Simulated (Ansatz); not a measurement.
# Rb2LiNbF6: the cost of one run

All numbers are computed with Ansatz 0.2.0, driven from Python. Level of theory: DFT LDA, plane waves, PAW.

## 1. The structure

Rb2LiNbF6 Fm-3m: It takes space group Fm-3m (No. 225, cubic). Conventional cell: a = 8.543 Å, b = 8.543 Å, c = 8.543 Å, α = 90.00°, β = 90.00°, γ = 90.00°. Rb (site symmetry -43m) has 12 F at 3.02 Å as nearest neighbours. Li (site symmetry m-3m) is surrounded by 6 F at 2.15 Å. Nb (site symmetry m-3m) has 6 F at 2.12 Å as nearest neighbours. Only part of the 4 independent sites is listed.

Li Im-3m: The structure is cubic, space group Im-3m (No. 229). Conventional cell: a = 3.509 Å, b = 3.509 Å, c = 3.509 Å, α = 90.00°, β = 90.00°, γ = 90.00°. Around Li (site symmetry m-3m) lie 8 Li at 3.04 Å.

Rb2NbF6 Fm-3m: Symmetry: Fm-3m, No. 225, cubic system. The conventional cell has a = 8.543 Å, b = 8.543 Å, c = 8.543 Å, α = 90.00°, β = 90.00°, γ = 90.00°. Rb (site symmetry -43m) is surrounded by 12 F at 3.02 Å. Around Nb (site symmetry m-3m) lie 6 F at 2.12 Å. F (site symmetry 4mm) has 1 Nb at 2.12 Å and 4 Rb at 3.02 Å as nearest neighbours.

Input file rb2linbf6_rb2linbf6.cif:

```cif
data_Rb2LiNbF6
_cell_length_a 6.040883
_cell_length_b 6.040883
_cell_length_c 6.040883
_cell_angle_alpha 60.00000
_cell_angle_beta 60.00000
_cell_angle_gamma 60.00000
_symmetry_space_group_name_H-M 'P 1'
_symmetry_Int_Tables_number 1
loop_
_symmetry_equiv_pos_as_xyz
'x, y, z'
loop_
_atom_site_label
_atom_site_type_symbol
_atom_site_fract_x
_atom_site_fract_y
_atom_site_fract_z
Rb1 Rb    0.250000    0.250000    0.250000
Rb2 Rb    0.750000    0.750000    0.750000
Li3 Li    0.500000    0.500000    0.500000
Nb4 Nb    0.000000    0.000000    0.000000
F5 F    0.248223    0.248223    0.751777
F6 F    0.248223    0.751777    0.751777
F7 F    0.751777    0.751777    0.248223
F8 F    0.248223    0.751777    0.248223
F9 F    0.751777    0.248223    0.751777
F10 F    0.751777    0.248223    0.248223
```

rb2linbf6_li.vasp, read by the script:

```text
Li
1.0
  -1.75465000    1.75465000    1.75465000
   1.75465000   -1.75465000    1.75465000
   1.75465000    1.75465000   -1.75465000
Li
1
Direct
   0.00000000    0.00000000    0.00000000
```

## 2. The script

Input file voltage_rb2linbf6.py:

```python
'''Average voltage of Rb2NbF6 against Li metal, after relaxing cells and atoms.'''

from collections import Counter
from dataclasses import dataclass
import warnings

import ansatz as az
from ase.io import read
import numpy as np


@dataclass
class Options:
    functional: str = 'LDA'
    cutoff_ev: int = 520
    kspacing: float = 0.27
    smearing: str = 'cold'
    smearing_width: float = 0.1


settings = Options()


def run_phase(name, crystal):
    calc = (
        crystal.calculation()
        .functional(settings.functional)
        .basis(settings.cutoff_ev)
        .kpoints(spacing=settings.kspacing)
        .occupations(settings.smearing, width=settings.smearing_width)
        .band_table()
    )
    calc = calc.relax(force_tolerance=0.02, max_steps=60, cell=True)
    return calc.run()


def counts(outcome):
    return Counter(site.symbol for site in outcome.lattice.sites)


def gap_ev(outcome):
    # nan where the run reports no band edges: a metal, overlapping bands, or a gap that is small against the smearing
    edges = outcome.report.get('band_edges_ev')
    return edges[1] - edges[0] if edges else float('nan')

warnings.simplefilter('ignore', az.DeckWarning)

phases = {}
atoms = read('rb2linbf6_rb2linbf6.cif')
rb2linbf6 = az.Crystal.from_ase(atoms)
phases['Rb2LiNbF6'] = rb2linbf6
atoms = read('rb2linbf6_li.vasp', format='vasp')
li = az.Crystal.from_ase(atoms)
phases['Li'] = li
# empty the sites of the mobile ion
host = phases['Rb2LiNbF6'].resolved()
for site in phases['Rb2LiNbF6'].resolved().sites:
    if site.symbol == 'Li':
        host = host.vacancy('Li', at=site.position)
phases['Rb2NbF6'] = host.resolved()

done = {name: run_phase(name, crystal) for name, crystal in phases.items()}

full, empty, metal = done['Rb2LiNbF6'], done['Rb2NbF6'], done['Li']
n = counts(full)['Li']
reaction = full.report['energy_sigma0_ev'] - empty.report['energy_sigma0_ev'] - n * metal.report['energy_sigma0_ev'] / len(metal.lattice.sites)
voltage = -reaction / n
v_full, v_empty = (abs(np.linalg.det(o.lattice.cell_ang)) for o in (full, empty))
print(f'average voltage {voltage:.3f} V for {n} Li per cell')
print(f'cell volume {v_empty:.2f} -> {v_full:.2f} A^3 on insertion ({100 * (v_full / v_empty - 1):+.1f} %)')
print('gaps on the mesh (eV): full', round(gap_ev(full), 2), 'empty', round(gap_ev(empty), 2))
```

## 3. The input behind the calls

The engine receives this input (first run):

```yaml
crystal:
  lattice:
    - [6.040883, 0.0, 0.0]
    - [3.020441500000001, 5.231558139289551, 0.0]
    - [3.020441500000001, 1.7438527130965173, 4.9323603152844235]
  atoms:
    - { symbol: Rb, position: [0.25000000000000006, 0.25, 0.25] }
    - { symbol: Rb, position: [0.7499999999999999, 0.7500000000000001, 0.75] }
    - { symbol: Li, position: [0.5000000000000001, 0.5, 0.5] }
    - { symbol: Nb, position: [0.0, 0.0, 0.0] }
    - { symbol: F, position: [0.248223, 0.248223, 0.751777] }
    - { symbol: F, position: [0.24822299999999997, 0.7517770000000003, 0.751777] }
    - { symbol: F, position: [0.7517770000000003, 0.7517769999999999, 0.248223] }
    - { symbol: F, position: [0.24822300000000003, 0.7517769999999999, 0.248223] }
    - { symbol: F, position: [0.7517770000000001, 0.248223, 0.751777] }
    - { symbol: F, position: [0.7517770000000003, 0.24822300000000003, 0.248223] }
basis:
  ecutwfc: 520.0
kpoints:
  mp_grid:
    kspacing: 0.27
hamiltonian:
  xc: lda
scf:
  occupations:
    method: cold
    width: 0.1
relax:
  f_tol: 0.02
  max_steps: 60
  cell: {}
output:
  eigenvalues: true
```

## 4. The run

The run is started by

```sh
$ python voltage_rb2linbf6.py
```

Q: Estimate wall time and peak memory on 1 thread of Arm Neoverse V1, shared host.

About 86 s, with a peak of 0.59 GiB.
